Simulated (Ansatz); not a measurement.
**ZnAu: squeezing one contact**

One table from this session's results is given with a row withheld; the runs are named, their logs left out.

Program: Ansatz 0.2.0. Level of theory: DFT PBEsol, with the methods named in each step. These are calculated values, not measurements.

2 further runs of the same task are left out: 2 that didn't finish.

## Starting point

The structure is cubic, space group Pm-3m (No. 221). The conventional cell has a = 3.147 Å, b = 3.147 Å, c = 3.147 Å, α = 90.00°, β = 90.00°, γ = 90.00°. Around Zn (site symmetry m-3m) lie 8 Au at 2.73 Å. Around Au (site symmetry m-3m) lie 8 Zn at 2.73 Å.

As a file:

```
Zn Au
1.0
     3.14700    0.00000    0.00000
     0.00000    3.14700    0.00000
     0.00000    0.00000    3.14700
Zn Au
1 1
Direct
  0.50000 0.50000 0.50000
  0.00000 0.00000 0.00000
```

Atoms are numbered in the order of the input: Zn1, Au2.

Set-up of the first run:

File input.yaml:

```yaml
crystal:
  lattice:
    - [3.147, 0.0, 0.0]
    - [0.0, 3.147, 0.0]
    - [0.0, 0.0, 3.147]
  atoms:
    - { symbol: Zn, position: [0.5, 0.5, 0.5] }
    - { symbol: Au, position: [0.0, 0.0, 0.0] }
kpoints:
  mp_grid: { grid: [10, 10, 10] }
scf:
  occupations: { method: fermi_dirac, width: 0.05 }
hamiltonian:
  xc: pbesol
  pseudopotentials: { kind: all_electron, lapw: { basis_error: 0.001 } }
output:
  forces: true
  stress: true
  eigenvalues: true
  populations: true
```

On the command line:

```console
$ ansatz run input.yaml --threads 1 --pin off --max-ram 2048MiB --backend cpu --events-out ev --progress --plain --runs-dir out
```

Among the steps run: The bond as given, LAPW; Shortest bond scaled by 1, crystal datasets; Shortest bond scaled by 1.1, LAPW; Shortest bond scaled by 1.1, crystal datasets; Shortest bond scaled by 0.82, LAPW; Shortest bond scaled by 0.76, LAPW; Shortest bond scaled by 0.7, LAPW; Shortest bond scaled by 0.7, crystal datasets.

One table of the session follows, with a row left open; its other results are not shown here.

| method | length (Å) | force along the bond (eV/Å) | pressure (GPa) | largest force (eV/Å) |
| --- | --- | --- | --- | --- |
| LAPW | 1.908 | 15.997 | 55.29 | 15.997 |
| LAPW | 2.071 | ? | ? | ? |
| LAPW | 2.235 | 3.667 | 12.31 | 3.667 |
| LAPW | 2.725 | 0.000 | -2.53 | 0.000 |
| LAPW | 2.998 | -1.203 | 1.49 | 1.203 |
| PAW | 1.908 | 16.036 | 55.40 | 16.036 |
| PAW | 2.071 | 7.803 | 28.11 | 7.803 |
| PAW | 2.235 | 3.670 | 12.32 | 3.670 |
| PAW | 2.725 | 0.000 | -2.54 | 0.000 |
| PAW | 2.998 | -1.204 | 1.49 | 1.204 |
| crystal datasets | 1.908 | 15.998 | 55.29 | 15.998 |
| crystal datasets | 2.725 | 0.000 | -2.53 | 0.000 |
| crystal datasets | 2.998 | -1.204 | 1.49 | 1.204 |

Estimate the missing values for LAPW, 2.071.

As computed: force along the bond (eV/Å): 7.792; pressure (GPa): 28.07; largest force (eV/Å): 7.792. In the column «force along the bond (eV/Å)» it lies between PAW, 2.235 (3.670) and PAW, 2.071 (7.803).

To keep in mind: Warnings in the runs' records: gradients without spin orbit, crystal datasets made.
